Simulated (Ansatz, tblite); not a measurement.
**The cluster Ge₁₃F₂₀: one state, many levels**

One table from this session's results is given with a row withheld; the runs are named, their logs left out.

Program: Ansatz 0.2.0, Gaussian basis. Level of theory: as each input shows. These are calculated values, not measurements.

The runs, in order: GFN1-xTB, GFN2-xTB, PBE-D4/def2-TZVP, r2SCAN-D4/def2-TZVP, r2SCANh-D4/def2-TZVP, PBE-D4/def2-SVP, PBE0-D4/def2-SVP, HF/STO-3G, HF/6-31G, B3LYP-D4/6-31G, MP2/def2-SVP, RPA/def2-SVP.

1 further run of the same task is left out (set aside as unsound or not needed). Runs told in other sessions of the task aren't counted.

### The relaxed structure

The singlet was relaxed beforehand with PBE-D4/def2-SVP.

33 atoms, charge 0, spin multiplicity 1.

Bond lengths: Ge1–Ge9 2.494 Å, Ge1–Ge10 2.495 Å, Ge1–F14 1.746 Å, Ge1–F15 1.759 Å, Ge2–Ge8 2.498 Å, Ge2–Ge11 2.498 Å, Ge2–F16 1.747 Å, Ge2–F17 1.857 Å, Ge3–Ge9 2.482 Å, Ge3–Ge12 2.482 Å, Ge3–F18 1.824 Å, Ge3–F19 1.747 Å, Ge4–Ge8 2.483 Å, Ge4–Ge9 2.468 Å, Ge4–Ge13 2.485 Å, Ge4–F20 1.765 Å, Ge5–Ge10 2.504 Å, Ge5–Ge13 2.502 Å and more. Angles: Ge9–Ge1–Ge10 110.5°, Ge9–Ge1–F14 114.5°, Ge9–Ge1–F15 107.2°, Ge10–Ge1–F14 115.5°, Ge10–Ge1–F15 102.4°, F14–Ge1–F15 105.6°, Ge8–Ge2–Ge11 125.1°, Ge8–Ge2–F16 117.1°, Ge8–Ge2–F17 88.3°, Ge11–Ge2–F16 117.1°, Ge11–Ge2–F17 88.3°, F16–Ge2–F17 102.7°, Ge9–Ge3–Ge12 123.0°, Ge9–Ge3–F18 92.5°, Ge9–Ge3–F19 116.5°, Ge12–Ge3–F18 92.5°, Ge12–Ge3–F19 116.6°, F18–Ge3–F19 105.3° and more.

PBE0-D4/def2-TZVP was run before; its log isn't repeated, and its numbers join the tables.

Set-up of the first run:

Tight binding, by tblite at 300 K electronic temperature and without a spin-polarisation term:

```python
tblite.interface.Calculator('GFN1-xTB', numbers, positions, charge=0, uhf=0).singlepoint()
```

Tight binding, by tblite at 300 K electronic temperature and without a spin-polarisation term:

```python
tblite.interface.Calculator('GFN2-xTB', numbers, positions, charge=0, uhf=0).singlepoint()
```

start.molden holds the orbitals of an earlier run on this state, given as this run's starting guess.

File in.yaml:

```yaml
crystal:
  periodic: [false, false, false]
  atoms:
    - {symbol: Ge, position_ang: [0.525736, -3.590241, 0.317584]}
    - {symbol: Ge, position_ang: [-2.373419, 2.373008, -1.937372]}
    - {symbol: Ge, position_ang: [0.855164, -0.856475, -2.179242]}
    - {symbol: Ge, position_ang: [-2.296698, -0.666476, 0.410640]}
    - {symbol: Ge, position_ang: [0.802285, -0.802382, 3.029018]}
    - {symbol: Ge, position_ang: [0.666973, 2.297837, 0.409996]}
    - {symbol: Ge, position_ang: [3.587823, -0.522183, 0.318501]}
    - {symbol: Ge, position_ang: [-3.918807, 0.783270, -0.786364]}
    - {symbol: Ge, position_ang: [-0.956207, -2.129241, -1.056637]}
    - {symbol: Ge, position_ang: [2.221902, -2.220981, 1.531830]}
    - {symbol: Ge, position_ang: [-0.783707, 3.919768, -0.787486]}
    - {symbol: Ge, position_ang: [2.127065, 0.956916, -1.058533]}
    - {symbol: Ge, position_ang: [-0.712121, 0.713371, 1.737008]}
    - {symbol: F, position_ang: [1.151343, -4.984116, -0.526931]}
    - {symbol: F, position_ang: [-0.451995, -4.232416, 1.630716]}
    - {symbol: F, position_ang: [-2.598901, 2.597215, -3.655083]}
    - {symbol: F, position_ang: [-1.061137, 1.061549, -1.864473]}
    - {symbol: F, position_ang: [2.110248, -2.109421, -1.752893]}
    - {symbol: F, position_ang: [0.816743, -0.819728, -3.924976]}
    - {symbol: F, position_ang: [-3.169196, -1.654065, 1.584748]}
    - {symbol: F, position_ang: [-0.213466, -1.766512, 4.079436]}
    - {symbol: F, position_ang: [1.761631, 0.206954, 4.089367]}
    - {symbol: F, position_ang: [1.655636, 3.170076, 1.583341]}
    - {symbol: F, position_ang: [4.986717, -1.143509, -0.521054]}
    - {symbol: F, position_ang: [4.221950, 0.457153, 1.634574]}
    - {symbol: F, position_ang: [-4.933362, -0.049836, -1.939659]}
    - {symbol: F, position_ang: [-5.006952, 1.617960, 0.296963]}
    - {symbol: F, position_ang: [-1.956080, -2.979581, -2.228986]}
    - {symbol: F, position_ang: [3.245110, -3.243372, 2.535089]}
    - {symbol: F, position_ang: [0.049495, 4.935079, -1.940027]}
    - {symbol: F, position_ang: [-1.618755, 5.007866, 0.295854]}
    - {symbol: F, position_ang: [2.977512, 1.955658, -2.231811]}
    - {symbol: F, position_ang: [-1.714529, 1.714858, 2.795561]}
basis:
  gaussian: {orbitals: def2-TZVP, fitting: {mean_field: def2-universal-jkfit}, initial_orbitals: start.molden}
hamiltonian: {xc: pbe, dispersion: d4}
scf: {omitted_lower_state_checks: [starts]}
output: {forces: true, orbitals: {seedname: orbitals}}
```

The run is started by

```
> ansatz run in.yaml --threads 11 --pin off --events-out ev --progress --plain --max-ram 174080MiB --backend cuda --devices 0, --max-vram 75GiB
```

Among the steps run: PBE-D4/def2-TZVP; r2SCAN-D4/def2-TZVP; r2SCANh-D4/def2-TZVP; PBE-D4/def2-SVP; PBE0-D4/def2-SVP; HF/STO-3G; HF/6-31G; B3LYP-D4/6-31G; MP2/def2-SVP; RPA/def2-SVP.

One of the session's tables, all rows but one given; the rest of the session is left out.

It belongs to the step «Binding energy». 

| level | binding an atom (eV) |
| --- | --- |
| HF/STO-3G | 2.752 |
| HF/6-31G | 2.083 |
| HF/def2-SVP | 2.399 |
| PBE-D4/def2-SVP | 4.037 |
| PBE-D4/def2-TZVP | 3.992 |
| r2SCAN-D4/def2-TZVP | ? |
| r2SCANh-D4/def2-TZVP | 3.808 |
| B3LYP-D4/6-31G | 3.616 |
| PBE0-D4/def2-SVP | 3.798 |
| PBE0-D4/def2-TZVP | 3.795 |
| RPA/def2-SVP | 3.121 |
| MP2/def2-SVP | 3.706 |

Q: Estimate the row for r2SCAN-D4/def2-TZVP from the others.

**Answer.** binding an atom (eV): 3.885. In the column «binding an atom (eV)» it lies between r2SCANh-D4/def2-TZVP (3.808) and PBE-D4/def2-TZVP (3.992).

Caveats from the session: Free atoms were run apart at each level; binding is atoms less cluster, divided by the number of atoms, without zero-point or spin-orbit terms.
